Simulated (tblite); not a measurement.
# C6H12B2ClF: the cost of one run

Programs: tblite 0.8.0 and PySCF 2.14.0, with density-fitted response routines of our own. Each step states its level of theory. These are calculated values for one molecule in the gas phase, unless marked as measured. Atoms count from 0, in the outputs and in this text.

## Step 1: The starting structure

22 atoms, charge 0, multiplicity 1; geometry from: force field or distance geometry start.

Bonds of the start (Å): C0–C1 1.50, C1–C2 1.53, C2–C3 1.50, C3–B4 1.59, B4–Cl5 1.86, B4–B6 1.66, B6–C7 1.59, C7–C8 1.51, C8–F9 1.39, C8–C2 1.51, C0–H10 1.09, C0–H11 1.14, C0–H12 1.11, C1–H13 1.11, C1–H14 1.11, C2–H15 1.13, C3–H16 1.10, C3–H17 1.11, B6–H18 1.18, C7–H19 1.12, C7–H20 1.10, C8–H21 1.11.

## Step 2: Optimising the geometry with GFN2-xTB

The job: settings as JSON, then the geometry in Å.

```
{"job": {"kind": "relax", "xc": "GFN2-xTB", "basis": "xTB"}, "charge": 0, "multiplicity": 1}
C     -2.503400     0.485300    -0.223100
C     -1.335700    -0.448600    -0.272200
C     -0.338900    -0.095300     0.828500
C      0.164900     1.311500     0.659200
B      1.253700     1.399700    -0.499500
Cl     2.085700     3.050600    -0.705500
B      2.197200     0.056200    -0.742200
C      1.566600    -1.324500    -0.275800
C      0.745800    -1.133900     0.979900
F      0.095900    -2.340200     1.224800
H     -2.492800     1.218100     0.586600
H     -3.425800    -0.151900    -0.035000
H     -2.655000     0.956500    -1.214200
H     -0.849300    -0.444000    -1.275100
H     -1.708400    -1.462000    -0.006700
H     -0.929500    -0.133000     1.790400
H     -0.628900     2.051600     0.466000
H      0.721400     1.588900     1.584700
H      3.318300     0.120800    -1.098000
H      0.941500    -1.742100    -1.107200
H      2.363000    -2.057400    -0.104400
H      1.403200    -0.886900     1.834900
```

On the command line:

```sh
$ OMP_NUM_THREADS=1 python probes_run.py task.json out
```

This one command runs all jobs of the session in turn.

Q: Estimate the wall time and peak memory of this first job on 1 thread of Arm Neoverse N1, shared host.

About 2.8 s, with a peak of 0.18 GiB.
